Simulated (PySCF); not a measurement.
# Br2H6P2Zn (ZnBr2(PH3)2): the cost of one run

Computed with PySCF 2.14.0, with density-fitted response routines of our own, on a single molecule in the gas phase. Atoms count from 0, in the outputs and in this text.

## Step 1: The starting structure

11 atoms, charge 0, multiplicity 1; geometry from: GFN2-xTB. The atoms were then displaced at random by about 0.03 Å, so the start is not that level's minimum.

Bonds of the start (Å): Zn0–Br1 2.36, Zn0–Br2 2.29, Zn0–P3 2.85, Zn0–P7 2.76, P3–H4 1.42, P3–H5 1.36, P3–H6 1.45, P7–H8 1.45, P7–H9 1.40, P7–H10 1.35.

## Step 2: Geometry optimisation at PBE0-D3(BJ)/def2-SVP

The job: settings as JSON, then the geometry in Å.

```
{"job": {"xc": "PBE0", "basis": "def2-SVP", "d3": "d3bj", "grid": 1, "maxiter": 40, "shake": 0.03, "kind": "geom"}, "charge": 0, "multiplicity": 1}
Zn     1.390790    -0.075380     0.965880
Br     0.407430     0.046840     3.106200
Br     2.972450    -0.059990    -0.687660
P     -0.204580     1.961190    -0.228890
H     -0.538580     2.027900    -1.608100
H      0.035180     3.294510    -0.068540
H     -1.591790     2.125260     0.156260
P     -0.264760    -1.941260    -0.215410
H     -1.644200    -2.140630     0.176570
H      0.044020    -3.288180    -0.024100
H     -0.507900    -2.035770    -1.541310
```

Launch:

```sh
> OMP_NUM_THREADS=1 python probes_run.py task.json out
```

One launch serves the whole session: the jobs run in the order shown.

**Question.** How long does this first job take on 1 thread of Arm Neoverse V2, shared host, and how much memory does it need?

About 5.6 min, with a peak of 0.83 GiB.
